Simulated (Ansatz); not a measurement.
# Ge2Sb2Te5: the cost of one run

Program: Ansatz 0.2.0. Level of theory: DFT LDA, scalar-relativistic, plane waves, PAW. These are calculated values, not measurements.

**1. The system as given**

It takes space group P-3m1 (No. 164, trigonal). The conventional cell has a = 4.265 Å, b = 4.265 Å, c = 17.999 Å, α = 90.00°, β = 90.00°, γ = 120.00°. Ge (site symmetry 3m) has 6 Te at 2.84 to 3.30 Å in its first shell of neighbours. Sb (site symmetry 3m) is surrounded by 6 Te at 3.02 to 3.19 Å. Te (site symmetry -3m) has 6 Sb at 3.19 Å in its first shell of neighbours. Around Te (site symmetry 3m) lie 3 Sb at 3.02 Å and 3 Ge at 3.30 Å. Around Te (site symmetry 3m) lie 3 Ge at 2.84 Å.

As a file:

```
CELL_PARAMETERS angstrom
4.26483 0.00000 0.00000
-2.13242 3.69345 0.00000
0.00000 0.00000 17.99911
ATOMIC_POSITIONS crystal
Ge 0.00000 0.00000 0.33225
Ge 0.00000 0.00000 0.66775
Sb 0.33333 0.66667 0.11266
Sb 0.66667 0.33333 0.88734
Te 0.00000 0.00000 0.00000
Te 0.33333 0.66667 0.79011
Te 0.66667 0.33333 0.20989
Te 0.33333 0.66667 0.41104
Te 0.66667 0.33333 0.58896
```

The structure rests on an entry of the Materials Project (structure only); cell or positions may have been set otherwise for this series.

**2. Relaxing cell and atoms: Ge2Sb2Te5, no spin**

input.yaml

```yaml
crystal:
  lattice:
    - [4.2648321257, 0.0, 0.0]
    - [-2.1324160628, 3.6934529637, 0.0]
    - [0.0, 0.0, 17.999105]
  atoms:
    - { symbol: Ge, position: [0.0, 0.0, 0.332252] }
    - { symbol: Ge, position: [0.0, 0.0, 0.667748] }
    - { symbol: Sb, position: [0.33333333, 0.66666667, 0.112658] }
    - { symbol: Sb, position: [0.66666667, 0.33333333, 0.887342] }
    - { symbol: Te, position: [0.0, 0.0, 0.0] }
    - { symbol: Te, position: [0.33333333, 0.66666667, 0.790108] }
    - { symbol: Te, position: [0.66666667, 0.33333333, 0.209892] }
    - { symbol: Te, position: [0.33333333, 0.66666667, 0.411045] }
    - { symbol: Te, position: [0.66666667, 0.33333333, 0.588955] }
scf:
  occupations: { method: gaussian, width: 0.05 }
output:
  forces: true
  stress: true
hamiltonian:
  xc: lda
kpoints:
  mp_grid: { grid: [10, 10, 2] }
relax:
  f_tol: 0.002
  cell: { stress_tol: 0.02 }
```

Started as:

```sh
$ ansatz run input.yaml --threads 8 --pin off --max-ram 20480MiB --backend cpu --events-out ev --progress --plain --runs-dir out
```

What time and memory should one allow on 8 threads of AMD EPYC (Zen 3), shared host?

About 71 s, with a peak of 1.6 GiB.
